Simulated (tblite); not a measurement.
# C5H17BN2: the cost of one run

The runs use tblite 0.8.0 and PySCF 2.14.0, with density-fitted response routines of our own; the level of theory stands in each step. All values are computed, except where a source is named. Atoms are numbered from 0 throughout.

## 1. The starting structure

25 atoms, charge 0, multiplicity 1; geometry from: force field or distance geometry start.

Bonds of the start (Å): C0–N1 1.41, N1–C2 1.41, N1–B3 1.47, B3–N4 1.52, N4–C5 1.46, N4–C6 1.46, N4–C7 1.43, C0–H8 1.12, C0–H9 1.11, C0–H10 1.11, C2–H11 1.10, C2–H12 1.13, C2–H13 1.11, B3–H14 1.19, B3–H15 1.20, C5–H16 1.12, C5–H17 1.11, C5–H18 1.09, C6–H19 1.11, C6–H20 1.10, C6–H21 1.09, C7–H22 1.12, C7–H23 1.10, C7–H24 1.09.

## 2. Relaxing the molecule with GFN2-xTB

Job settings and geometry (Å):

```
{"job": {"kind": "relax", "xc": "GFN2-xTB", "basis": "xTB"}, "charge": 0, "multiplicity": 1}
C      1.896700    -0.902800    -0.134700
N      1.443200     0.436300    -0.159300
C      2.359600     1.464500     0.164900
B      0.052900     0.764300    -0.509800
N     -1.026700    -0.181000    -0.003700
C     -2.188500     0.655500     0.298400
C     -1.446600    -1.033100    -1.109400
C     -0.698200    -0.899500     1.189900
H      1.989400    -1.239600     0.929900
H      2.931600    -0.946800    -0.524300
H      1.319600    -1.616600    -0.763800
H      3.294700     1.311800    -0.403500
H      1.900600     2.471300    -0.040600
H      2.650300     1.390600     1.235400
H     -0.082400     0.864900    -1.688700
H     -0.213400     1.847000    -0.055200
H     -1.942600     1.712900     0.026900
H     -2.415700     0.545800     1.374900
H     -3.067400     0.333500    -0.264700
H     -2.544600    -0.927800    -1.253300
H     -1.234600    -2.078900    -0.850600
H     -0.937200    -0.663200    -2.003700
H     -1.651600    -1.040700     1.768500
H     -0.359800    -1.919700     0.937200
H     -0.040000    -0.324600     1.848400
```

Command:

```console
$ OMP_NUM_THREADS=1 python probes_run.py task.json out
```

This one command runs all jobs of the session in turn.

Q: Estimate the wall time and peak memory of this first job on 1 thread of Arm Neoverse N1, shared host.

About 3.3 s, with a peak of 0.18 GiB.
